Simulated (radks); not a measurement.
# Sc inside a hard spherical wall

Aim: energy, levels and pressure of Sc as a wall, at which all orbitals vanish, closes in. The configuration stays [Ar] 3d1 4s2.

Program: radks (a radial shooting solver on a logarithmic mesh, Libxc functionals) version 1. Level of theory: scalar-relativistic Kohn-Sham, PBEsol, spin-polarised, spherical densities, point nucleus; open shells are filled with parallel spins first. These are calculated values, not measurements, unless marked.

**1. The atom as given**

```
element       : scandium (Z = 21)
charge        : 0
electrons     : 21
configuration : [Ar] 3d1 4s2
```

The outer shells:

Sc
```
[Ar] core
3d [↑ ][  ][  ][  ][  ]
4s [↑↓]
```

**2. The free atom**

Settings of this run:

```text
Z 21
configuration [Ar] 3d1 4s2 4p0 5s0 4d0
relativity scalar-relativistic
functional pbe_sol,pbe_sol
spin polarised
nucleus point
c 137.035999084
```

**3. Wall at 10 bohr**

Input: that of step 2 with these lines changed.

```diff
@@ -6,2 +6,3 @@
 nucleus point
+wall 10 bohr
 c 137.035999084
```

**4. Wall at 8 bohr**

Input: that of step 3 with these lines changed.

```diff
@@ -6,3 +6,3 @@
 nucleus point
-wall 10 bohr
+wall 8 bohr
 c 137.035999084
```

**5. Wall at 7 bohr**

Input: that of step 4 with these lines changed.

```diff
@@ -6,3 +6,3 @@
 nucleus point
-wall 8 bohr
+wall 7 bohr
 c 137.035999084
```

**6. Wall at 6 bohr**

Input: that of step 5 with these lines changed.

```diff
@@ -6,3 +6,3 @@
 nucleus point
-wall 7 bohr
+wall 6 bohr
 c 137.035999084
```

**7. Wall at 5 bohr**

Input: that of step 6 with these lines changed.

```diff
@@ -6,3 +6,3 @@
 nucleus point
-wall 6 bohr
+wall 5 bohr
 c 137.035999084
```

**8. Wall at 3.5 bohr**

Input: that of step 7 with these lines changed.

```diff
@@ -6,3 +6,3 @@
 nucleus point
-wall 5 bohr
+wall 3.5 bohr
 c 137.035999084
```

What does the calculation give? Wanted: for each run, R; E − E(free); ε(3d); ε(4p, empty); ε(5s, empty); ε(4d, empty); pressure.

The runs gave:

| R (bohr) | E − E(free) (eV) | ε(3d) (eV) | ε(4p, empty) (eV) | ε(5s, empty) (eV) | ε(4d, empty) (eV) | pressure (GPa) |
| --- | --- | --- | --- | --- | --- | --- |
| free | 0.000 | -3.536 | -1.511 | - | - | 0 |
| 10 | 0.037 | -3.441 | -1.322 | 2.187 | 2.304 | 0.0331 |
| 8 | 0.285 | -3.075 | -0.743 | 5.226 | 4.068 | 0.385 |
| 7 | 0.776 | -2.584 | 0.040 | 8.489 | 5.868 | 1.36 |
| 6 | 2.105 | -1.641 | 1.663 | 14.439 | 9.043 | 5.04 |
| 5 | 5.820 | 0.160 | 5.225 | 26.117 | 15.018 | 20.8 |
| 3.5 | 31.223 | 7.268 | 23.151 | 76.584 | 38.741 | 275 |

In words: Eigenvalues are for spin up. At the tightest wall, 3.5 bohr, the energy stands 31.223 eV above the free atom and the pressure, −dE/dV, is 275 GPa. Of the levels in the table that exist at both ends, 4p (empty) rises most from the free atom (24.662 eV). From R = 5 bohr inwards the highest occupied level lies above zero, pushed up by confinement. Shells are not refilled when levels cross, and a hard wall is a model, not a crystal.
